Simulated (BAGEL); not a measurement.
# ROHF/6-31G(d) (density fitting with qzvpp-jkfit, spherical functions) run of CH5ClNSi (SMILES C[N][SiH2]Cl)

Aim: the vertical doublet–quartet gap of CH5ClNSi at ROHF/6-31G* (density fitting with qzvpp-jkfit, spherical functions), from 2 runs. 

Program for the calculation: BAGEL 1.2.2.

31 further runs of the same task are left out: 31 set aside as unsound or not needed.

## (1) The molecule

CH5ClNSi: 9 atoms, total charge 0, spin state doublet. As SMILES, `C[N][SiH2]Cl`. Geometry: relaxed at PBE0-D4/def2-TZVP. This is one conformer, not always the lowest.

Bond lengths: C1–N2 1.421 Å, N2–Si3 1.730 Å, Si3–Cl4 2.044 Å, C1–H5 1.100 Å, C1–H6 1.103 Å, C1–H7 1.095 Å, Si3–H8 1.485 Å, Si3–H9 1.486 Å. Some angles: C1–N2–Si3 121.0°, N2–Si3–Cl4 109.2°, N2–C1–H5 115.6°, N2–C1–H6 107.9°, N2–C1–H7 110.9°, N2–Si3–H8 109.2°, N2–Si3–H9 111.6°, Cl4–Si3–H8 108.1°, Cl4–Si3–H9 107.8°, H5–C1–H6 106.4°.

## (2) A single-point energy at ROHF/6-31G(d) (density fitting with qzvpp-jkfit, spherical functions)

Contents of calc.json:

```json
{ "bagel" : [

{
  "title" : "molecule",
  "basis" : "6-31gs.json",
  "df_basis" : "qzvpp-jkfit",
  "angstrom" : true,
  "geometry" : [
    { "atom" : "C", "xyz" : [       0.493800,       1.341500,       0.140500 ] },
    { "atom" : "N", "xyz" : [       0.628800,      -0.021000,       0.521800 ] },
    { "atom" : "Si", "xyz" : [      -0.415600,      -1.237400,      -0.129200 ] },
    { "atom" : "Cl", "xyz" : [       0.319500,      -3.082500,       0.354500 ] },
    { "atom" : "H", "xyz" : [       0.134300,       1.514200,      -0.884300 ] },
    { "atom" : "H", "xyz" : [      -0.244700,       1.810000,       0.812700 ] },
    { "atom" : "H", "xyz" : [       1.430900,       1.885400,       0.295300 ] },
    { "atom" : "H", "xyz" : [      -1.762400,      -1.101400,       0.482200 ] },
    { "atom" : "H", "xyz" : [      -0.495900,      -1.155200,      -1.610700 ] }
  ]
},

{
  "title" : "rohf",
  "nopen" : 1
},

{
  "title" : "print",
  "file" : "orbitals.molden",
  "orbitals" : true
}

]}
```

The basis set 6-31G* is read from a file made from the Basis Set Exchange's data (not shown).

On the command line:

```
$ BAGEL_NUM_THREADS=1 BAGEL calc.json > calc.out
```

Log:

```text
* using 1 threads per process

  ===============================================================
  ===============================================================

  *** Geometry ***

  { "atom" : "C", "xyz" : [      0.933147,      2.535068,      0.265507 ] },
  { "atom" : "N", "xyz" : [      1.188260,     -0.039684,      0.986059 ] },
  { "atom" : "Si", "xyz" : [     -0.785370,     -2.338347,     -0.244153 ] },
  { "atom" : "Cl", "xyz" : [      0.603767,     -5.825081,      0.669908 ] },
  { "atom" : "H", "xyz" : [      0.253790,      2.861423,     -1.671085 ] },
  { "atom" : "H", "xyz" : [     -0.462416,      3.420404,      1.535780 ] },
  { "atom" : "H", "xyz" : [      2.704009,      3.562890,      0.558036 ] },
  { "atom" : "H", "xyz" : [     -3.330453,     -2.081344,      0.911226 ] },
  { "atom" : "H", "xyz" : [     -0.937115,     -2.183012,     -3.043782 ] },

  Number of auxiliary basis functions:      498

  Since a DF basis is specified, we compute 2- and 3-index integrals:
    o Being stored without compression. Storage requirement is 0.022 GB

  Number of basis functions:       74
  Number of electrons      :       49

    * METHOD: MOLECULE                             0.36

  *** Open-shell HF ***

  === Nuclear Repulsion ===
   205.3394117977

      * DIIS with orbital gradients will be used.

  === ROHF iteration (6-31gs.json) ===
      0       -843.40420017          0.03747286           0.16
      1       -843.55368812          0.02362656           0.15
      2       -843.61028659          0.01360959           0.15
      3       -843.63293234          0.00200230           0.16
      4       -843.63454116          0.00062535           0.16
      5       -843.63484793          0.00017905           0.15
      6       -843.63488845          0.00004681           0.15
      7       -843.63490110          0.00001730           0.15
      8       -843.63490455          0.00000945           0.15
      9       -843.63490506          0.00000578           0.16
     10       -843.63490530          0.00000434           0.19
     11       -843.63490528          0.00000360           0.16
     12       -843.63490534          0.00000299           0.15
     13       -843.63490533          0.00000228           0.15
     14       -843.63490535          0.00000121           0.15
     15       -843.63490536          0.00000052           0.15
     16       -843.63490537          0.00000026           0.15
     17       -843.63490538          0.00000013           0.15
     18       -843.63490537          0.00000006           0.15
     19       -843.63490537          0.00000003           0.16
     20       -843.63490537          0.00000002           0.14
     21       -843.63490537          0.00000001           0.14
     22       -843.63490537          0.00000001           0.14
     23       -843.63490537          0.00000001           0.14
    * SCF iteration converged.

    * S^2 (ROHF) is 0.7500

    * Permanent dipole moment:
           (    0.535310,    -1.070944,     0.463992) a.u.

    * METHOD: ROHF                                 3.89

    * METHOD: PRINT                                0.01

  ===============================================================
```

Run time: 4.5 s. Hardware: 1 thread of Intel Xeon Platinum 8259CL at 2.50GHz (Skylake/Cascade Lake), shared host; peak memory 0.11 GiB.

## (3) The quartet at the same level

Contents of hf.json:

```json
{ "bagel" : [

{
  "title" : "molecule",
  "basis" : "6-31gs.json",
  "df_basis" : "qzvpp-jkfit",
  "angstrom" : true,
  "geometry" : [
    { "atom" : "C", "xyz" : [       0.493800,       1.341500,       0.140500 ] },
    { "atom" : "N", "xyz" : [       0.628800,      -0.021000,       0.521800 ] },
    { "atom" : "Si", "xyz" : [      -0.415600,      -1.237400,      -0.129200 ] },
    { "atom" : "Cl", "xyz" : [       0.319500,      -3.082500,       0.354500 ] },
    { "atom" : "H", "xyz" : [       0.134300,       1.514200,      -0.884300 ] },
    { "atom" : "H", "xyz" : [      -0.244700,       1.810000,       0.812700 ] },
    { "atom" : "H", "xyz" : [       1.430900,       1.885400,       0.295300 ] },
    { "atom" : "H", "xyz" : [      -1.762400,      -1.101400,       0.482200 ] },
    { "atom" : "H", "xyz" : [      -0.495900,      -1.155200,      -1.610700 ] }
  ]
},

{
  "title" : "rohf",
  "nopen" : 3
},

{
  "title" : "print",
  "file" : "orbitals.molden",
  "orbitals" : true
}

]}
```

The basis set 6-31G* is read from a file made from the Basis Set Exchange's data (not shown).

On the command line:

```
$ BAGEL_NUM_THREADS=1 BAGEL hf.json > hf.out
```

Log:

```text
* using 1 threads per process

  ===============================================================
  ===============================================================

  *** Geometry ***

  { "atom" : "C", "xyz" : [      0.933147,      2.535068,      0.265507 ] },
  { "atom" : "N", "xyz" : [      1.188260,     -0.039684,      0.986059 ] },
  { "atom" : "Si", "xyz" : [     -0.785370,     -2.338347,     -0.244153 ] },
  { "atom" : "Cl", "xyz" : [      0.603767,     -5.825081,      0.669908 ] },
  { "atom" : "H", "xyz" : [      0.253790,      2.861423,     -1.671085 ] },
  { "atom" : "H", "xyz" : [     -0.462416,      3.420404,      1.535780 ] },
  { "atom" : "H", "xyz" : [      2.704009,      3.562890,      0.558036 ] },
  { "atom" : "H", "xyz" : [     -3.330453,     -2.081344,      0.911226 ] },
  { "atom" : "H", "xyz" : [     -0.937115,     -2.183012,     -3.043782 ] },

  Number of auxiliary basis functions:      498

  Since a DF basis is specified, we compute 2- and 3-index integrals:
    o Being stored without compression. Storage requirement is 0.022 GB

  Number of basis functions:       74
  Number of electrons      :       49

    * METHOD: MOLECULE                             0.35

  *** Open-shell HF ***

  === Nuclear Repulsion ===
   205.3394117977

      * DIIS with orbital gradients will be used.

  === ROHF iteration (6-31gs.json) ===
      0       -843.19177750          0.02534394           0.16
      1       -843.31721577          0.01570567           0.16
      2       -843.36228563          0.00854215           0.15
      3       -843.37837949          0.00337968           0.16
      4       -843.38700250          0.00126728           0.15
      5       -843.38936081          0.00063012           0.15
      6       -843.39054991          0.00043823           0.15
      7       -843.39144869          0.00028325           0.15
      8       -843.39208739          0.00021256           0.15
      9       -843.39258034          0.00016324           0.15
     10       -843.39291099          0.00012621           0.18
     11       -843.39290859          0.00009149           0.14
     12       -843.39304964          0.00013777           0.14
     13       -843.39301439          0.00003471           0.14
     14       -843.39301421          0.00002302           0.14
     15       -843.39302432          0.00001692           0.14
     16       -843.39302108          0.00000548           0.14
     17       -843.39302130          0.00000270           0.14
     18       -843.39302113          0.00000128           0.14
     19       -843.39302111          0.00000049           0.15
     20       -843.39302117          0.00000021           0.14
     21       -843.39302121          0.00000011           0.14
     22       -843.39302123          0.00000007           0.14
     23       -843.39302124          0.00000004           0.15
     24       -843.39302124          0.00000002           0.15
     25       -843.39302124          0.00000001           0.14
     26       -843.39302124          0.00000001           0.14
    * SCF iteration converged.

    * S^2 (ROHF) is 3.7500

    * Permanent dipole moment:
           (   -1.067842,    -2.330388,    -0.464865) a.u.

    * METHOD: ROHF                                 4.21

    * METHOD: PRINT                                0.01

  ===============================================================
```

Run time: 4.8 s. Hardware: 1 thread of Intel Xeon Platinum 8259CL at 2.50GHz (Skylake/Cascade Lake), shared host; peak memory 0.11 GiB.

## (4) Summary of results

At ROHF/6-31G* (density fitting with qzvpp-jkfit, spherical functions):

| quantity | value |
| --- | --- |
| doublet: total energy | -843.63491 Eh |
| doublet: dipole moment | 3.26 D |
| doublet: ⟨S²⟩ | 0.750 |
| quartet: total energy | -843.39302 Eh |
| quartet: dipole moment | 6.62 D |
| quartet: ⟨S²⟩ | 3.750 |
| vertical energy of the quartet above the doublet | 6.582 eV |

At this shape the quartet lies 6.58 eV (152 kcal/mol) above the doublet.
